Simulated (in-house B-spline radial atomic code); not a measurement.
# Al⁶⁺: excited configurations

Aim: the energies of several excited configurations of Al⁶⁺ above a reference configuration, each from its own self-consistent run.

The numbers are computed with in-house B-spline radial atomic code version 1 (scalar-relativistic (spin-free one-electron X2C) PBE0, spin-polarised, spherical density, exact exchange averaged over the configuration, Fermi nucleus, basis-set limit), except any that are marked as measured or tabulated.

### 1 The atom as given

```
element       : aluminium (Z = 13)
charge        : +6
electrons     : 7
configuration : [He] 2s2 2p3
Hamiltonian   : scalar-relativistic (X2C)
nucleus       : Fermi, rms radius 3.061 fm
```

Outer shells as boxes (Hund's rule):

[He] 2s2 2p3
```
[He] core
2s [↑↓]
2p [↑ ][↑ ][↑ ]
```

Where spins are not typed, each open shell is filled with up spins first.

### 2 Reference run

Input settings:

```ini
Z = 13
electrons = 7.0
configuration = [He] 2s2 2p3
hamiltonian = x2c
method = pbe0
spin_polarised = True
nucleus = fermi
rms_radius = 3.061
mass_number = 27
atomic_mass = 26.981538408
speed_of_light = 137.035999084
exact_exchange = averaged over the configuration
```

Run with:

```sh
$ python run_scf.py task.json out
```

One command runs all members of the session, one after another, from task.json.

### 3 [He] 2s1 2p3 3p1

Settings: those of step 2 with these lines changed.

```diff
@@ -2,3 +2,3 @@
 electrons = 7.0
-configuration = [He] 2s2 2p3
+configuration = [He] 2s1 2p3 3p1
 hamiltonian = x2c
```

### 4 Configuration [He] 2s2 2p2 3s1

Settings: those of step 3 with these lines changed.

```diff
@@ -2,3 +2,3 @@
 electrons = 7.0
-configuration = [He] 2s1 2p3 3p1
+configuration = [He] 2s2 2p2 3s1
 hamiltonian = x2c
```

### 5 Configuration [He] 2s2 2p2 3d1

Settings: those of step 4 with these lines changed.

```diff
@@ -2,3 +2,3 @@
 electrons = 7.0
-configuration = [He] 2s2 2p2 3s1
+configuration = [He] 2s2 2p2 3d1
 hamiltonian = x2c
```

### 6 [He] 2s1 2p3 3s1

Settings: those of step 5 with these lines changed.

```diff
@@ -2,3 +2,3 @@
 electrons = 7.0
-configuration = [He] 2s2 2p2 3d1
+configuration = [He] 2s1 2p3 3s1
 hamiltonian = x2c
```

### 7 Configuration [He] 2s2 2p2 3p1

Settings: those of step 6 with these lines changed.

```diff
@@ -2,3 +2,3 @@
 electrons = 7.0
-configuration = [He] 2s1 2p3 3s1
+configuration = [He] 2s2 2p2 3p1
 hamiltonian = x2c
```

### 8 Configuration [He] 2s1 2p3 3d1

Settings: those of step 7 with these lines changed.

```diff
@@ -2,3 +2,3 @@
 electrons = 7.0
-configuration = [He] 2s2 2p2 3p1
+configuration = [He] 2s1 2p3 3d1
 hamiltonian = x2c
```

### 9 Run with [He] 2s1 2p4

Settings: those of step 8 with these lines changed.

```diff
@@ -2,3 +2,3 @@
 electrons = 7.0
-configuration = [He] 2s1 2p3 3d1
+configuration = [He] 2s1 2p4
 hamiltonian = x2c
```

Q: How far above the reference does each configuration lie (order and size, in eV)?

**Answer**, as computed:

| net move | configuration | 2|M_S|+1 | energy above the reference (eV) | largest <r> (bohr) |
| --- | --- | --- | --- | --- |
| 2s → 2p | [He] 2s1 2p4 | 4 | 34.988 | 0.565 |
| 2p → 3s | [He] 2s2 2p2 3s1 | 4 | 142.79 | 1.46 |
| 2p → 3p | [He] 2s2 2p2 3p1 | 4 | 152.04 | 1.47 |
| 2s → 3s | [He] 2s1 2p3 3s1 | 6 | 158.64 | 1.45 |
| 2p → 3d | [He] 2s2 2p2 3d1 | 4 | 163.25 | 1.36 |
| 2s → 3p | [He] 2s1 2p3 3p1 | 6 | 167.90 | 1.46 |
| 2s → 3d | [He] 2s1 2p3 3d1 | 6 | 178.83 | 1.35 |

What this shows: At the bottom stands 2s → 2p (34.988 eV), at the top 2s → 3d (178.83 eV). Two partly filled shells share a symmetry and can mix in the average, which may lower the energy, for: 2p → 3p. The reference has 2|M_S|+1 = 4; 3 of the configurations differ from it in spin. These are spherical averages at the typed spins, not spectroscopic levels.
